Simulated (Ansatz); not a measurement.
# C2H7BFNS: a ladder of functionals and wavefunction methods

One table from this session's results is given with a row withheld; the runs are named, their logs left out.

Method: functionals in def2-TZVPP, the program's frozen cores in correlated methods; program: Ansatz 0.2.0, Gaussian basis.

Plan: PBE-D4, r2SCAN-D4, PBE0-D4, B3LYP-D4, ωB97X-V, ωB97M-V, B2PLYP; CCSD(T)/def2-TZVPP; MP2/def2-QZVPP; extrapolation to the limit.

## Structure used throughout

An earlier PBE0-D4 in a triple-zeta def2 set relaxation fixed the geometry.

13 atoms, charge 0, spin multiplicity 1.

Atoms are counted from 1 here; the program's logs count them from 0.

Bond lengths: B1–C2 1.572 Å, B1–S4 1.933 Å, B1–H7 1.203 Å, B1–H8 1.211 Å, C2–F3 1.315 Å, C2–N5 1.302 Å, S4–H9 1.342 Å, N5–C6 1.448 Å, N5–H10 1.010 Å, C6–H11 1.090 Å, C6–H12 1.092 Å, C6–H13 1.086 Å. Angles: C2–B1–S4 98.1°, C2–B1–H7 112.4°, C2–B1–H8 108.3°, S4–B1–H7 113.9°, S4–B1–H8 107.1°, H7–B1–H8 115.5°, B1–C2–F3 121.4°, B1–C2–N5 125.4°, F3–C2–N5 113.1°, B1–S4–H9 98.5°, C2–N5–C6 127.6°, C2–N5–H10 113.2°, C6–N5–H10 118.6°, N5–C6–H11 109.3°, N5–C6–H12 110.3°, N5–C6–H13 109.6°, H11–C6–H12 109.3°, H11–C6–H13 109.2° and more.

The first run:

Input file in.yaml:

```yaml
crystal:
  periodic: [false, false, false]
  atoms:
    - {symbol: B, position_ang: [0.217993, -1.790548, -0.317455]}
    - {symbol: C, position_ang: [0.285692, -0.342188, 0.288912]}
    - {symbol: F, position_ang: [0.162485, -0.134520, 1.581632]}
    - {symbol: S, position_ang: [-1.702923, -2.006855, -0.294125]}
    - {symbol: N, position_ang: [0.383876, 0.759500, -0.398508]}
    - {symbol: C, position_ang: [0.203540, 2.115258, 0.075517]}
    - {symbol: H, position_ang: [0.808075, -2.595851, 0.353654]}
    - {symbol: H, position_ang: [0.556506, -1.732102, -1.479040]}
    - {symbol: H, position_ang: [-1.854177, -2.291687, 1.008908]}
    - {symbol: H, position_ang: [0.478952, 0.602488, -1.391394]}
    - {symbol: H, position_ang: [0.943747, 2.762871, -0.393452]}
    - {symbol: H, position_ang: [-0.798232, 2.472877, -0.173350]}
    - {symbol: H, position_ang: [0.334868, 2.145757, 1.153601]}
basis:
  gaussian: {orbitals: def2-TZVPP}
hamiltonian: {xc: pbe, dispersion: d4}
output: {forces: true, orbitals: {seedname: orbitals}}
```

Run with:

```bash
> ansatz run in.yaml --threads 2 --pin off --events-out ev --progress --plain --max-ram 22528MiB --backend cuda --devices 0, --max-vram 18GiB
```

Among the steps run: PBE-D4 (GGA); r2SCAN-D4 (meta-GGA); PBE0-D4 (hybrid); B3LYP-D4 (hybrid); ωB97X-V (range-separated); ωB97M-V (range-separated); B2PLYP (double hybrid); CCSD(T) in def2-TZVPP; MP2 in def2-QZVPP.

One table of the session follows, with a row left open; its other results are not shown here.

| method | atomisation energy (kJ/mol) |
| --- | --- |
| PBE-D4 | 4913.8 |
| r2SCAN-D4 | 4794.2 |
| PBE0-D4 | 4804.0 |
| B3LYP-D4 | 4779.3 |
| ωB97X-V | 4781.7 |
| ωB97M-V | ? |
| B2PLYP | 4713.0 |
| HF/def2-TZVPP | 3393.6 |
| MP2/def2-TZVPP | 4698.5 |
| CCSD/def2-TZVPP | 4536.7 |
| CCSD(T)/def2-TZVPP | 4617.6 |
| MP2/CBS | 4823.2 |
| CCSD(T)/CBS | 4742.3 |

**Question.** Estimate the row for ωB97M-V.

**Answer.** atomisation energy (kJ/mol): 4792.7. In the column «atomisation energy (kJ/mol)» it lies between ωB97X-V (4781.7) and r2SCAN-D4 (4794.2).

To keep in mind: Free atoms (1 B, 2 C, 1 F, 1 S, 1 N, 7 H) were run apart at each level; the atomisation energy is their sum less the molecule, without zero-point or spin-orbit terms.
